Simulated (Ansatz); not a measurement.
This script makes a check of PAW against all-electron LAPW of Pd, space group Im-3m with Ansatz 0.2.0, Python API.

`paw_lapw_pd.py`
```python
"""Checking the PAW result for Pd with LAPW."""

import ansatz
import numpy as np


def count_gap(report):
    # lowest empty less highest filled band, counting bands; zero where they overlap
    return max(report.get("gap_by_band_count_ev") or 0.0, 0.0)


def main() -> None:
    lattice = ansatz.Lattice.of(
        [-1.572281, 1.572281, 1.572281],
        [1.572281, -1.572281, 1.572281],
        [1.572281, 1.572281, -1.572281],
    )
    sites = [
        ("Pd", [0.0, 0.0, 0.0]),
    ]
    system = ansatz.Crystal(lattice=lattice)
    for symbol, position in sites:
        system = system.atom(symbol, position)

    job = system.calculation()
    job = job.occupations("fermi_dirac")
    job = job.functional(ansatz.Functional.LDA)
    job = job.kpoints(10, 10, 10)
    job = job.stress().forces()
    job = job.band_table()
    variants = {
        "PAW": job.pseudopotentials("paw"),
        "LAPW": job.pseudopotentials("all_electron", lapw=True),
    }
    # totals differ by the cores that each treatment holds, so compare what does not depend on them
    rows = []
    for label, variant in variants.items():
        summary = variant.run().report
        levels = np.array(summary["eigenvalues_ev"][0]) - summary["fermi_energy_ev"]
        print(label, "levels at the first k-point near E_F:", np.round(levels[np.abs(levels) < 5], 3))
        rows.append((label, summary["n_electrons"], np.trace(summary["stress_gpa"]) / 3, count_gap(summary)))
    for row in rows:
        print("; ".join(f"{name} = {round(v, 4) if isinstance(v, float) else v}" for name, v in zip(["treatment", "electrons in bands", "P GPa", "gap by band count eV"], row)))


if __name__ == "__main__":
    main()
```

How well do the two treatments of the cores agree on the pressure?

PAW gives -14.949 GPa and LAPW -14.987 GPa, 0.038 GPa apart. They took 0.5 and 4.5 s of processor time.

The output:

```console
$ python paw_lapw_pd.py
DeckWarning: basis.ecutwfc = 420 eV, auto-derived from the records' recommended cutoffs: set by Pd (normal level)
PAW levels at the first k-point near E_F: [-2.763 -2.763 -2.763 -0.87  -0.87 ]
LAPW levels at the first k-point near E_F: [-2.767 -2.767 -2.767 -0.871 -0.871]
treatment = PAW; electrons in bands = 18.0; P GPa = -14.9487; gap by band count eV = 0.0
treatment = LAPW; electrons in bands = 28.0; P GPa = -14.987; gap by band count eV = 0.0
```
(Warnings from the package without file and line.)

Caveats:
- Absolute energies stand on the zero of these potentials, so only differences at equal settings mean something. A total without «per atom» is that of the cell as typed.
- The run is spin-unpolarised.
- For a metal this k-point mesh is coarse: on a finer one energies can move by several to tens of meV an atom and pressures by half a GPa or more, differences at one mesh by less.
- A gap by band count of zero or less means overlapping bands, a metal.
- At these settings the cell as given stands under about -15 GPa, so it isn't at this functional's equilibrium volume.
- This isn't the structure that Pd takes at ambient conditions.
- Gaps and levels are Kohn-Sham values on a finite set of k-points, without spin-orbit coupling.
- Pressure is positive in compression; the treatments may keep other shells as core, so totals and counts of electrons can differ.
- Finished in 5.5 s on 1 thread of Arm Neoverse V2 (shared host), peak memory 0.42 GiB.

(A comment or docstring line of the script was reworded after the run, the code is as it ran; lines on the test bed's own set-up are left out of the output.)
